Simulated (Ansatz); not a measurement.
# GeH2 (SMILES [GeH2]) at B3LYP/def2-TZVPPD

Aim: the vertical ionisation energy of GeH2 at B3LYP/def2-TZVPPD, from 2 runs. 

The results are computed with Ansatz 0.2.0.

34 further runs of the same task are left out: 34 set aside as unsound or not needed.

## (1) The structure to begin with

The species is GeH2 (3 atoms), meant as a singlet with charge 0. SMILES: `[GeH2]`. Geometry: relaxed at PBE0-D4/def2-TZVP.

Bond lengths: Ge1–H2 1.595 Å, Ge1–H3 1.594 Å. Angles: H2–Ge1–H3 90.6°.

## (2) A single-point energy at B3LYP/def2-TZVPPD

Contents of molecule.yaml:

```yaml
crystal:
  periodic: [false, false, false]
  atoms:
    - {symbol: Ge, position_ang: [-0.570100, 0.405100, -0.263700]}
    - {symbol: H, position_ang: [0.783000, 0.743600, 0.509000]}
    - {symbol: H, position_ang: [-0.212900, -1.148700, -0.245300]}
basis:
  gaussian:
    orbitals: def2-TZVPPD.json
hamiltonian:
  xc: {name: B3LYP}
accuracy: high
output: {orbitals: {seedname: orbitals}}
```

The basis set def2-TZVPPD is read from a file made from the Basis Set Exchange's data (not shown).

On the command line:

```sh
$ ansatz run molecule.yaml --threads 1 --pin off --max-ram 3480MiB --events-out events.jsonl --progress --plain --runs-dir runs
```

The program printed:

```text
Warning: RAYON_NUM_THREADS=1 ignored (pool sized by the plan → 1); use --threads N
Functional definition: B3LYP
  name "B3LYP"
  parameter a0 = 0.2
  parameter ax = 0.72
  parameter ac = 0.81
  exchange = (1 - a0 - ax)*slater_x + ax*b88_x + a0*exact_x
  correlation = (1 - ac)*vwn_rpa_c + ac*lyp_c
1286 factors; integrals over basis functions are off by at most 4.5e-9 eV
mean field evaluation 1: about -56550.0545 eV, gradient 1.8e1 eV
mean field evaluation 2: about -56550.2931 eV, gradient 1.7e1 eV
mean field evaluation 4: about -56550.6214 eV, gradient 4.3e-1 eV
mean field evaluation 8: about -56550.6388 eV, gradient 2.4e-2 eV
mean field evaluation 16: about -56550.6388 eV, gradient 7.8e-7 eV
mean field -56550.63878450 eV, -2078.1976439307 hartree, gradient 5.7e-8 eV, S^2 0.000000; 0 other end points of the search recorded, 0 dependent functions left out
reference -56550.63881342 eV, -2078.1976449935 hartree; 17, 17 occupied and 71, 71 virtual orbitals, 1286 factors
Total energy: -56550.63881342 eV, -2078.1976449935 hartree
```

Run time: 2.9 s. Hardware: 1 thread of Arm Neoverse V2, shared host; peak memory 0.18 GiB.

## (3) The doublet cation

Contents of run.yaml:

```yaml
crystal:
  periodic: [false, false, false]
  atoms:
    - {symbol: Ge, position_ang: [-0.570100, 0.405100, -0.263700]}
    - {symbol: H, position_ang: [0.783000, 0.743600, 0.509000]}
    - {symbol: H, position_ang: [-0.212900, -1.148700, -0.245300]}
basis:
  gaussian:
    orbitals: def2-TZVPPD.json
hamiltonian:
  xc: {name: B3LYP}
magnetization:
  spin_polarized: true
  initial_magnetization: 1
output: {orbitals: {seedname: orbitals}}
total_charge: 1
accuracy: high
```

The basis set def2-TZVPPD is read from a file made from the Basis Set Exchange's data (not shown).

On the command line:

```sh
$ ansatz run run.yaml --threads 1 --pin off --max-ram 3480MiB --events-out events.jsonl --progress --plain --runs-dir runs
```

The program printed:

```text
Warning: RAYON_NUM_THREADS=1 ignored (pool sized by the plan → 1); use --threads N
[... 7 set-up lines as earlier in the session ...]
1286 factors; integrals over basis functions are off by at most 4.5e-9 eV
mean field evaluation 1: about -56540.0994 eV, gradient 1.2e1 eV
mean field evaluation 2: about -56540.4737 eV, gradient 1.0e1 eV
mean field evaluation 4: about -56541.0900 eV, gradient 6.9e-1 eV
mean field evaluation 8: about -56541.0950 eV, gradient 7.2e-3 eV
mean field evaluation 16: about -56541.0950 eV, gradient 5.1e-6 eV
mean field -56541.09501401 eV, -2077.8469168341 hartree, gradient 2.8e-8 eV, S^2 0.754628; 0 other end points of the search recorded, 0 dependent functions left out
reference -56541.09504261 eV, -2077.8469178852 hartree; 17, 16 occupied and 71, 72 virtual orbitals, 1286 factors
Total energy: -56541.09504261 eV, -2077.8469178852 hartree
```

Wall time 5.7 s (1 thread of Arm Neoverse V2, shared host); peak memory 0.25 GiB.

## (4) Summary of results

Level: B3LYP/def2-TZVPPD.

| quantity | value |
| --- | --- |
| singlet GeH2: total energy | -2078.19764 Eh |
| singlet GeH2: HOMO energy | -6.77 eV |
| singlet GeH2: LUMO energy | -3.32 eV |
| singlet GeH2: HOMO–LUMO gap | 3.45 eV |
| doublet cation: total energy | -2077.84692 Eh |
| doublet cation: HOMO energy (highest over α and β) | -15.34 eV |
| doublet cation: LUMO energy (lowest over α and β) | -12.35 eV |
| doublet cation: ⟨S²⟩ | 0.755 |
| vertical ionisation energy (to the doublet cation) | 9.544 eV |

What this shows: The vertical ionisation energy comes to 9.54 eV (921 kJ/mol). −ε(HOMO) before ionisation, 6.77 eV, is 2.77 eV below this ionisation energy.
